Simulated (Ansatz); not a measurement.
# AlGa2H (quintet): from Hartree-Fock to the top rungs, cc-pVTZ

The task here is to estimate one member of a computed series from the others.

Method: cc-pVTZ, core rule «outside noble gas», up to 33 orbitals frozen; program: Ansatz 0.2.0, Gaussian basis.

The runs, in order: UHF; CCSD(T) on ROHF; CCSD(T) on UHF; BCCD(T) on ROHF; CCSDT(Q) on ROHF; CCSDT(Q) on UHF; CASSCF and NEVPT2, 10 electrons in 13 orbitals.

6 further runs of the same task are left out: 6 set aside as unsound or not needed. Runs told in other sessions of the task aren't counted.

### What is computed

The geometry is a PBE0/def2-TZVP stationary point (not a proven minimum) of the parent state, kept for this charge and spin. No spin-orbit coupling is included. The filled d shell of Ga may be among the frozen orbitals whatever the setting's name suggests.

4 atoms, charge 0, spin multiplicity 5.

Atoms are counted from 1 here; the program's logs count them from 0.

Bond lengths: Al1–Ga2 2.457 Å, Al1–Ga3 2.563 Å, Ga2–H4 1.590 Å. Angles: Ga2–Al1–Ga3 68.7°, Al1–Ga2–H4 164.6°.

The first run:

Input file in.yaml:

```yaml
crystal:
  periodic: [false, false, false]
  atoms:
    - {symbol: Al, position_ang: [0.000000, 1.743795, 0.031076]}
    - {symbol: Ga, position_ang: [0.000000, -0.301539, 1.392894]}
    - {symbol: Ga, position_ang: [0.000000, -0.353844, -1.442415]}
    - {symbol: H, position_ang: [0.000000, -1.344351, 2.593686]}
basis:
  gaussian: {orbitals: cc-pVTZ}
magnetization: {spin_polarized: true, initial_magnetization: 4}
hamiltonian: {xc: hf}
output: {orbitals: {seedname: orbitals}}
```

On the command line:

```
$ ansatz run in.yaml --threads 1 --pin off --events-out ev --progress --plain --max-ram 4096MiB --backend cpu
```

Steps of the session up to this table: UHF; CCSD(T) on ROHF; CCSD(T) on UHF; BCCD(T) on ROHF; CCSDT(Q) on ROHF; CCSDT(Q) on UHF; CASSCF and NEVPT2, 10 electrons in 13 orbitals.

One of the session's tables, all rows but one given; the rest of the session is left out.

It belongs to the step «Misses and costs». 

| method | from UCCSDT(Q) (kcal/mol) |
| --- | --- |
| ROHF | ? |
| UHF | +125.68 |
| RMP2 | +28.45 |
| UMP2 | +29.30 |
| RCCSD | +9.25 |
| UCCSD | +8.79 |
| RCCSD(T) | +2.14 |
| UCCSD(T) | +1.86 |
| BCCD(T) | +2.09 |
| RCCSDT | +0.93 |
| UCCSDT | +0.58 |
| RCCSDT(Q) | +0.35 |
| UCCSDT(Q) | 0 |
| CASSCF valence | +78.08 |
| NEVPT2 valence | +19.77 |

Q: Estimate the row for ROHF from the others.

**Answer.** from UCCSDT(Q) (kcal/mol): +129.22. In the column «from UCCSDT(Q) (kcal/mol)» it is the highest.

Caveats from the session: Restricted and unrestricted rows rest on different reference determinants; a gap between their highest levels can come from leftover correlation error, from unlike frozen cores or from another state.
